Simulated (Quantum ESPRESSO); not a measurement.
# Y4Pb3 (Pm-3m) in Quantum ESPRESSO: single point with PBEsol

Aim: the single point of Y4Pb3 with PBEsol.

Program: Quantum ESPRESSO 7.5. These are calculated values, not measurements. Logs are shortened: lines on timing, memory, paths and dates and some standing lists are left out, and cuts for length are marked.

### 1 The structure

It takes space group Pm-3m (No. 221, cubic). Conventional cell: a = 5.339 Å, b = 5.339 Å, c = 5.339 Å, α = 90.00°, β = 90.00°, γ = 90.00°. Around Y (site symmetry m-3m) lie 6 Pb at 2.67 Å. Y (site symmetry 4/mmm) is surrounded by 4 Pb at 2.67 Å. Pb (site symmetry 4/mmm) is surrounded by 6 Y at 2.67 Å.

The cell was built by a generator and needn't be a form met in nature.

### 2 Single point, PBEsol

run.py

```python
import numpy as np
from ase.calculators.espresso import Espresso, EspressoProfile
from ase.io import read

atoms = read('POSCAR')

input_data = {
    'control': {'calculation': 'scf', 'prefix': 'pwscf', 'outdir': './tmp', 'tprnfor': True, 'tstress': True, 'disk_io': 'nowf'},
    'system': {'ecutwfc': 65.0, 'nbnd': 56, 'input_dft': 'pbesol', 'occupations': 'smearing', 'smearing': 'mv', 'degauss': 0.00367493},
    'electrons': {'conv_thr': 1.4e-09, 'electron_maxstep': 120, 'mixing_beta': 0.5},
}
pseudopotentials = {'Y': '39_Y_11_2.1_2.4_pbe_n_v1.0.upf', 'Pb': '82_Pb_14_3.0_3.1_pbe_n_v1.0.upf'}
profile = EspressoProfile(command='pw.x', pseudo_dir='pseudo')
dft = Espresso(profile=profile, input_data=input_data, pseudopotentials=pseudopotentials, kpts=(5, 5, 5), koffset=(0, 0, 0))
atoms.calc = dft

print(f'energy {atoms.get_potential_energy():.8f} eV')
print('forces (eV/A)')
print(np.round(atoms.get_forces(), 6))
print('stress (eV/A^3, Voigt)')
print(np.round(atoms.get_stress(), 8))
print(f'Fermi level {dft.get_fermi_level():.4f} eV')
```

POSCAR

```
Y4Pb3
1.0
    5.3388190400      0.0000000000      0.0000000000
    0.0000000000      5.3388190400      0.0000000000
    0.0000000000      0.0000000000      5.3388190400
Y Pb
4 3
Direct
    0.5000000000      0.5000000000      0.5000000000
    0.5000000000      0.0000000000      0.0000000000
    0.0000000000      0.5000000000      0.0000000000
    0.0000000000      0.0000000000      0.5000000000
    0.5000000000      0.5000000000      0.0000000000
    0.0000000000      0.5000000000      0.5000000000
    0.5000000000      0.0000000000      0.5000000000
```

Potentials or basis: SPMS 1.0 PBE.

Launch:

```sh
$ OMP_NUM_THREADS=1 python run.py
```

Log:

```text
energy -9586.72417920 eV
forces (eV/A)
[[0. 0. 0.]
 [0. 0. 0.]
 [0. 0. 0.]
 [0. 0. 0.]
 [0. 0. 0.]
 [0. 0. 0.]
 [0. 0. 0.]]
stress (eV/A^3, Voigt)
[-0.31000766 -0.31000766 -0.31000766 -0.         -0.         -0.        ]
Fermi level 16.2991 eV
```

espresso.pwi:

```text
&CONTROL
   calculation      = 'scf'
   tstress          = .true.
   tprnfor          = .true.
   outdir           = './tmp'
   prefix           = 'pwscf'
   disk_io          = 'nowf'
   pseudo_dir       = 'pseudo'
/
&SYSTEM
   nbnd             = 56
   ecutwfc          = 65.0
   occupations      = 'smearing'
   degauss          = 0.00367493
   smearing         = 'mv'
   input_dft        = 'pbesol'
   ntyp             = 2
   nat              = 7
   ibrav            = 0
/
&ELECTRONS
   electron_maxstep = 120
   conv_thr         = 1.4e-09
   mixing_beta      = 0.5
/
&IONS
/
&CELL
/
&FCP
/
&RISM
/
ATOMIC_SPECIES
Y 88.90584 39_Y_11_2.1_2.4_pbe_n_v1.0.upf
Pb 207.2 82_Pb_14_3.0_3.1_pbe_n_v1.0.upf

K_POINTS automatic
5 5 5  0 0 0

CELL_PARAMETERS angstrom
5.33881904000000 0.00000000000000 0.00000000000000
0.00000000000000 5.33881904000000 0.00000000000000
0.00000000000000 0.00000000000000 5.33881904000000

ATOMIC_POSITIONS angstrom
Y 2.6694095200 2.6694095200 2.6694095200  
Y 2.6694095200 0.0000000000 0.0000000000  
Y 0.0000000000 2.6694095200 0.0000000000  
Y 0.0000000000 0.0000000000 2.6694095200  
Pb 2.6694095200 2.6694095200 0.0000000000  
Pb 0.0000000000 2.6694095200 2.6694095200  
Pb 2.6694095200 0.0000000000 2.6694095200
```

espresso.pwo:

```text
This program is part of the open-source Quantum ESPRESSO suite
     for quantum simulation of materials; please cite
         "P. Giannozzi et al., J. Phys.:Condens. Matter 21 395502 (2009);
         "P. Giannozzi et al., J. Phys.:Condens. Matter 29 465901 (2017);
         "P. Giannozzi et al., J. Chem. Phys. 152 154105 (2020);
     in publications or presentations arising from this work. More details at

Warning: card &CELL ignored
Warning: card &FCP ignored
Warning: card &RISM ignored

     IMPORTANT: XC functional enforced from input :
     Exchange-correlation= PBESOL
                           (   1   4  10   8   0   0   0)
     Any further DFT definition will be discarded
     Please, verify this is what you really want

     Message from routine setup:
     using ibrav=0 with symmetry is DISCOURAGED, use correct ibrav instead

     G-vector sticks info
     --------------------
     sticks:   dense  smooth     PW     G-vecs:    dense   smooth      PW
     Sum        2093    2093    593                72743    72743   10779

     Using Slab Decomposition

     bravais-lattice index     =            0
     lattice parameter (alat)  =      10.0889  a.u.
     unit-cell volume          =    1026.9096 (a.u.)^3
     number of atoms/cell      =            7
     number of atomic types    =            2
     number of electrons       =        86.00
     number of Kohn-Sham states=           56
     kinetic-energy cutoff     =      65.0000  Ry
     charge density cutoff     =     260.0000  Ry
     scf convergence threshold =      1.4E-09
     mixing beta               =       0.5000
     number of iterations used =            8  plain     mixing
     Exchange-correlation= PBESOL
                           (   1   4  10   8   0   0   0)

     celldm(1)=  10.088906  celldm(2)=   0.000000  celldm(3)=   0.000000
[... 64 lines left out ...]
        k(   10) = (   0.4000000   0.4000000   0.4000000), wk =   0.1280000

     Dense  grid:    72743 G-vectors     FFT dimensions: (  54,  54,  54)

     Initial potential from superposition of free atoms

     starting charge      85.9757, renormalised to      86.0000
     Starting wfcs are   67 randomized atomic wfcs

     Self-consistent Calculation

     iteration #  1     ecut=    65.00 Ry     beta= 0.50
     Davidson diagonalization with overlap
     ethr =  1.00E-02,  avg # of iterations =  2.3

     Threshold (ethr) on eigenvalues was too large:
     Diagonalizing with lowered threshold

     Davidson diagonalization with overlap
     ethr =  6.78E-04,  avg # of iterations =  1.9

     total energy              =    -704.38316204 Ry
     estimated scf accuracy    <       0.59871461 Ry
[... 64 lines left out ...]
     iteration # 11     ecut=    65.00 Ry     beta= 0.50
     Davidson diagonalization with overlap
     ethr =  8.93E-12,  avg # of iterations =  4.6

     End of self-consistent calculation

          k = 0.0000 0.0000 0.0000 (  9045 PWs)   bands (ev):

   -25.5480 -25.5061 -25.5061 -24.8062  -6.0297  -6.0297  -6.0297  -5.8781
    -5.8781  -5.8781  -5.5937  -5.5937  -5.5937  -5.2324  -5.2324  -5.2324
    -1.1825  -1.1825  -1.1290  -1.0807  -1.0807  -1.0294  -0.9718  -0.9718
    -0.9718  -0.8175  -0.8175  -0.8175  -0.6426  -0.6426  -0.6426   5.2637
     6.8013   6.8013  14.4900  14.6148  14.6148  14.6148  15.7042  15.7042
    15.7042  17.9114  17.9114  17.9114  18.0150  18.0150  18.0150  19.2701
    19.2701  19.2701  19.9261  19.9261  20.9521  21.3002  21.3002  21.3554
[... 83 lines left out ...]
   -25.5140 -25.5101 -25.5101 -24.7939  -6.2808  -6.2808  -6.2761  -6.0790
    -6.0790  -6.0748  -5.9106  -5.5657  -5.5640  -5.5640  -5.5558  -5.5558
    -0.7588  -0.7588  -0.7546  -0.7491  -0.7491  -0.7414  -0.7241  -0.7150
    -0.7150  -0.5610  -0.5610  -0.5589  -0.4994  -0.4994  -0.4950   8.0542
     8.3808   8.3808  11.6437  12.1817  12.1817  12.3318  14.6466  14.6466
    14.8364  14.8903  14.8903  16.5635  17.0339  17.3405  17.3405  19.7624
    19.7624  20.0463  20.0463  20.2725  20.3968  20.4457  20.4457  21.1047

     the Fermi energy is    16.2991 ev

!    total energy              =    -704.61129258 Ry
     estimated scf accuracy    <          5.3E-10 Ry
     smearing contrib. (-TS)   =      -0.00017283 Ry
     internal energy E=F+TS    =    -704.61111975 Ry

     The total energy is F=E-TS. E is the sum of the following terms:
     one-electron contribution =    -100.38069190 Ry
     hartree contribution      =     108.11180418 Ry
     xc contribution           =    -159.32263097 Ry
     ewald contribution        =    -553.01960105 Ry

     convergence has been achieved in  11 iterations

     Forces acting on atoms (cartesian axes, Ry/au):

     atom    1 type  1   force =     0.00000000    0.00000000    0.00000000
     atom    2 type  1   force =     0.00000000    0.00000000    0.00000000
     atom    3 type  1   force =     0.00000000    0.00000000    0.00000000
     atom    4 type  1   force =     0.00000000    0.00000000    0.00000000
     atom    5 type  2   force =     0.00000000    0.00000000    0.00000000
     atom    6 type  2   force =     0.00000000    0.00000000    0.00000000
     atom    7 type  2   force =     0.00000000    0.00000000    0.00000000

     Total force =     0.000000     Total SCF correction =     0.000000

     Computing stress (Cartesian axis) and pressure

          total   stress  (Ry/bohr**3)                   (kbar)     P=      496.69
   0.00337641   0.00000000   0.00000000          496.69        0.00        0.00
   0.00000000   0.00337641   0.00000000            0.00      496.69        0.00
   0.00000000   0.00000000   0.00337641            0.00        0.00      496.69

=------------------------------------------------------------------------------=
   JOB DONE.
=------------------------------------------------------------------------------=
```

Run time: 44 s. Hardware: 1 thread of AMD EPYC 9R45 (Zen 5), shared host; peak memory 0.21 GiB.

What came out:

| Property | Result |
| --- | --- |
| Free energy | -9586.7250 eV |
| Pressure | 49.7 GPa |
| Band gap on the k mesh | none (metal or under the smearing width) |

Levels at points of the mesh, in eV from the Fermi level:
| k point | band 41 | band 42 | band 43 | band 44 | band 45 | band 46 |
| --- | --- | --- | --- | --- | --- | --- |
| (0.00, 0.00, 0.00) | -0.59 | 1.61 | 1.61 | 1.61 | 1.72 | 1.72 |

Caveat: the potentials were made for another functional, which shifts forces and pressure; a pressure of tens of GPa on the cell as given is suspect, and the run, the potentials or the cell itself is likely at fault. Spin-orbit coupling is left out, which matters for the levels of Pb.

### 3 The reference run

An earlier run on the cell as given: functional PBE; potentials or basis SSSP 1.3 efficiency PBE; cutoff 748 eV; density cutoff 5987 eV; k mesh 5 × 5 × 5; occupations fermi-dirac, width 0.05 eV; no spin polarisation.

* Pressure: 54.9 GPa
* Band gap on the k mesh: none (metal or under the smearing width)
